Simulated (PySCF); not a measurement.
# C7H8ClF3: the cost of one run

Programs: PySCF 2.14.0, with density-fitted response routines of our own. Each step states its level of theory. These are calculated values for one molecule, in the gas phase or a continuum, unless marked as measured. Atoms count from 0, in the outputs and in this text.

## 1. The starting structure

19 atoms, charge 0, multiplicity 1; geometry from: GFN2-xTB.

Bonds of the start (Å): F0–C1 1.34, C1–F2 1.34, C1–F3 1.35, C1–C4 1.51, C4–C5 1.33, C5–Cl6 1.73, C5–C7 1.49, C7–C8 1.53, C8–C9 1.52, C9–C10 1.52, C10–C4 1.50, C7–H11 1.09, C7–H12 1.09, C8–H13 1.09, C8–H14 1.09, C9–H15 1.09, C9–H16 1.09, C10–H17 1.09, C10–H18 1.09.

## 2. Geometry optimisation at PBE0-D3(BJ)/def2-SVP

The job: settings as JSON, then the geometry in Å.

```
{"job": {"xc": "PBE0", "basis": "def2-SVP", "d3": "d3bj", "grid": 1, "kind": "geom"}, "charge": 0, "multiplicity": 1}
F      2.817637     0.920690    -1.284430
C      2.418852     0.031895    -0.357991
F      2.838065    -1.165361    -0.797769
F      3.139437     0.289531     0.748372
C      0.933667     0.062235    -0.113599
C      0.322144     1.182699     0.271115
Cl     1.203503     2.638918     0.567133
C     -1.151167     1.287133     0.500654
C     -1.894879     0.104022    -0.113359
C     -1.196158    -1.194186     0.269904
C      0.199874    -1.231652    -0.341048
H     -1.509946     2.228231     0.080897
H     -1.327280     1.326818     1.579430
H     -1.904452     0.202437    -1.199739
H     -2.927392     0.100359     0.236717
H     -1.768157    -2.053794    -0.080000
H     -1.119516    -1.255884     1.356518
H      0.137474    -1.412458    -1.418824
H      0.778490    -2.052381     0.088560
```

Run with:

```console
$ OMP_NUM_THREADS=1 python probes_run.py task.json out
```

The driver reads the jobs from task.json and runs them one after another.

**Question.** How long does this first job take on 1 thread of Intel Xeon Platinum 8175M at 2.50GHz, shared host, and how much memory does it need?

About 5 min, with a peak of 0.89 GiB.
